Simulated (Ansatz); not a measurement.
# One shape, several levels: SnNH2F (SMILES [NH2][Sn][F])

Aim: a comparison of 5 runs (HF/STO-3G, HF/3-21G, PBE/def2-SVP, PBE0/def2-SVP, wB97M-V/def2-SVP) of SnNH2F. 

The calculation is run with Ansatz 0.2.0.

69 further runs of the same task are left out: 69 set aside as unsound or not needed.

**1. The system as given**

The species is SnNH2F (5 atoms), meant as a singlet with charge 0. As SMILES, `[NH2][Sn][F]`. The N1–H4 distance was set to 1.815 Å, away from the relaxed value. At this shape a bond of the SMILES string is far longer than usual.

Bond lengths: N1–Sn2 2.003 Å, Sn2–F3 1.951 Å, N1–H5 1.010 Å. Angles: N1–Sn2–F3 92.0°, Sn2–N1–H5 121.8°.

**2. A single-point energy at HF/STO-3G (run 1)**

File job.yaml:

```yaml
crystal:
  periodic: [false, false, false]
  atoms:
    - symbol: N
      position_ang: [0.052220, -0.203541, -0.204660]
    - symbol: Sn
      position_ang: [0.694020, -0.752741, 1.611840]
    - symbol: F
      position_ang: [1.322020, -2.474941, 0.942940]
    - symbol: H
      position_ang: [-0.746800, 1.369300, -0.629100]
    - symbol: H
      position_ang: [0.148920, -0.807941, -1.007960]
basis:
  gaussian:
    orbitals: STO-3G
total_charge: 0
hamiltonian:
  xc: hf
accuracy: high
output: {orbitals: {seedname: orbitals}}
```

Launch:

```console
ansatz run job.yaml --threads 1 --pin off --max-ram 3480MiB --events-out events.jsonl --progress --plain --runs-dir runs
```

Log:

```text
Warning: RAYON_NUM_THREADS=1 ignored (pool sized by the plan → 1); use --threads N
Functional definition: HF
  name "HF"
  exchange = exact_x
  correlation = 0
732 factors; integrals over basis functions are off by at most 4.8e-9 eV
mean field evaluation 1: about -166421.8033 eV, gradient 2.4e1 eV
mean field evaluation 2: about -166421.9054 eV, gradient 2.4e1 eV
mean field evaluation 4: about -166425.0127 eV, gradient 2.9e0 eV
mean field evaluation 8: about -166425.0813 eV, gradient 7.6e-2 eV
mean field -166425.08129589 eV, -6116.0089306523 hartree, gradient 3.9e-8 eV, S^2 0.000000; 0 other end points of the search recorded, 0 dependent functions left out
reference -166425.08129589 eV, -6116.0089306523 hartree; 34, 34 occupied and 5, 5 virtual orbitals, 732 factors
Total energy: -166425.08129589 eV, -6116.0089306523 hartree
```

Run time: 0.83 s. Hardware: 1 thread of Arm Neoverse V1, shared host; peak memory 0.095 GiB.

**3. A single-point energy at HF/3-21G (run 2)**

File molecule.yaml:

```yaml
crystal:
  periodic: [false, false, false]
  atoms:
    - {symbol: "N", position_ang: [0.052220, -0.203541, -0.204660]}
    - {symbol: Sn, position_ang: [0.694020, -0.752741, 1.611840]}
    - {symbol: F, position_ang: [1.322020, -2.474941, 0.942940]}
    - {symbol: H, position_ang: [-0.746800, 1.369300, -0.629100]}
    - {symbol: H, position_ang: [0.148920, -0.807941, -1.007960]}
basis:
  gaussian:
    orbitals: 3-21G-spherical.json
output: {orbitals: {seedname: orbitals}}
accuracy: high
hamiltonian:
  xc: hf
```

The basis set 3-21G is read from a file made from the Basis Set Exchange's data (not shown).

Launch:

```console
ansatz run molecule.yaml --threads 1 --pin off --max-ram 3480MiB --events-out events.jsonl --progress --plain --runs-dir runs
```

Log:

```text
Warning: RAYON_NUM_THREADS=1 ignored (pool sized by the plan → 1); use --threads N
Functional definition: HF
  name "HF"
  exchange = exact_x
  correlation = 0
1075 factors; integrals over basis functions are off by at most 4.8e-9 eV
mean field evaluation 1: about -167356.1145 eV, gradient 4.3e1 eV
mean field evaluation 2: about -167356.2977 eV, gradient 4.3e1 eV
mean field evaluation 4: about -167360.4575 eV, gradient 4.4e0 eV
mean field evaluation 8: about -167360.5450 eV, gradient 4.7e-1 eV
mean field evaluation 16: about -167360.5491 eV, gradient 1.9e-7 eV
mean field -167360.54906321 eV, -6150.3867370183 hartree, gradient 1.7e-8 eV, S^2 0.000000; 0 other end points of the search recorded, 0 dependent functions left out
reference -167360.54906321 eV, -6150.3867370183 hartree; 34, 34 occupied and 19, 19 virtual orbitals, 1075 factors
Total energy: -167360.54906321 eV, -6150.3867370183 hartree
```

Run time: 1.4 s. Hardware: 1 thread of Arm Neoverse V1, shared host; peak memory 0.12 GiB.

Runs 3 to 4 aren't shown in full; the table further down has their settings and results.

**4. The energy at wB97M-V/def2-SVP (core potential) (run 5)**

File input.yaml:

```yaml
crystal:
  periodic: [false, false, false]
  atoms:
    - {symbol: "N", position_ang: [0.052220, -0.203541, -0.204660]}
    - {symbol: Sn, position_ang: [0.694020, -0.752741, 1.611840]}
    - {symbol: F, position_ang: [1.322020, -2.474941, 0.942940]}
    - {symbol: H, position_ang: [-0.746800, 1.369300, -0.629100]}
    - {symbol: H, position_ang: [0.148920, -0.807941, -1.007960]}
basis:
  gaussian:
    orbitals: def2-SVP
hamiltonian:
  xc: {name: wB97M-V}
accuracy: high
output: {orbitals: {seedname: orbitals}}
```

Launch:

```console
ansatz run input.yaml --threads 1 --pin off --max-ram 3480MiB --events-out events.jsonl --progress --plain --runs-dir runs
```

Log:

```text
Warning: RAYON_NUM_THREADS=1 ignored (pool sized by the plan → 1); use --threads N
Functional definition: wB97M-V
  name "wB97M-V"
  parameter omega = 0.3/bohr
  parameter cx = 0.15
  parameter cx01 = 1.007
  parameter cx10 = 0.259
  parameter css00 = 0.443
  parameter css04 = -1.437
  parameter css10 = -4.535
  parameter css20 = -3.390
  parameter css43 = 4.278
  parameter cos00 = 1.000
  parameter cos10 = 1.358
  parameter cos20 = 2.924
  parameter cos21 = -8.812
  parameter cos60 = -1.390
  parameter cos61 = 9.142
  parameter b = 6.0
  parameter c = 0.01
  gx(w, u) = 1 - cx + cx01*u + cx10*w
  gss(w, u) = css00 + css04*u^4 + css10*w + css20*w^2 + css43*w^4*u^3
  gos(w, u) = cos00 + cos10*w + (cos20 + cos21*u)*w^2 + (cos60 + cos61*u)*w^6
  exchange = spin_sum(e_x_unif_sr(omega)*gx(b97_w, b97_u_x)) + cx*exact_x_sr(omega) + exact_x_lr(omega)
  correlation = spin_sum(e_c_pw_mod_same_spin*gss(b97_w, b97_u_same))
      + integral(e_c_pw_mod_opposite_spin*gos(b97_w_opposite, b97_u_opposite)) + vv10(b, c)
1480 factors; integrals over basis functions are off by at most 3.6e-9 eV
293 factors; integrals over basis functions are off by at most 1.7e-9 eV
mean field evaluation 1: about -10053.7831 eV, gradient 6.0e1 eV
mean field evaluation 2: about -10041.0444 eV, gradient 9.4e1 eV
mean field evaluation 4: about -10062.0478 eV, gradient 6.7e0 eV
mean field evaluation 8: about -10062.1772 eV, gradient 2.0e-1 eV
mean field evaluation 16: about -10062.1775 eV, gradient 2.2e-4 eV
mean field -10062.17752887 eV, -369.7782037970 hartree, gradient 9.9e-8 eV, S^2 0.000000; 0 other end points of the search recorded, 0 dependent functions left out
reference -10062.17753285 eV, -369.7782039435 hartree; 20, 20 occupied and 44, 44 virtual orbitals, 1480 factors
Total energy: -10062.17753285 eV, -369.7782039435 hartree
```

Run time: 53 s. Hardware: 1 thread of Arm Neoverse V1, shared host; peak memory 0.39 GiB.

**5. All runs side by side**

```
run                              level  core potential   energy (Eh)  HOMO energy (eV)  LUMO energy (eV)  HOMO–LUMO gap (eV)  wall time
  1                          HF/STO-3G            none  -6116.008931             -5.67              5.25               10.92     0.83 s
  2                           HF/3-21G            none  -6150.386737             -9.40              1.07               10.48      1.4 s
  3      PBE/def2-SVP (core potential)        def2-SVP   -369.731986             -5.91             -3.85                2.06      4.2 s
  4     PBE0/def2-SVP (core potential)        def2-SVP   -369.722651             -7.30             -2.89                4.41      5.4 s
  5  wB97M-V/def2-SVP (core potential)        def2-SVP   -369.778204             -9.61             -0.73                8.88       53 s
```

**6. Outcome**

| quantity | value |
| --- | --- |
| run 5: total energy | -369.77820 Eh |
| run 5: HOMO energy | -9.61 eV |
| run 5: LUMO energy | -0.73 eV |
| run 5: HOMO–LUMO gap | 8.88 eV |

In words: The HOMO–LUMO gap runs from 2.06 eV (PBE/def2-SVP) to 10.92 eV (HF/STO-3G). The two ends differ in method and basis and core potential. Totals of different functionals can't be ranked against each other. Some runs of one species differ in core potentials or relativity; totals across that change don't compare. In run 1 the basis is minimal, so the values are rough. In runs 1, 2, 3, 4, 5 a closed-shell determinant meets a far-stretched bond, which it describes badly. In runs 1, 2 relativity is left out where basis or elements ask for it. All runs together took 65 s, the longest 53 s.
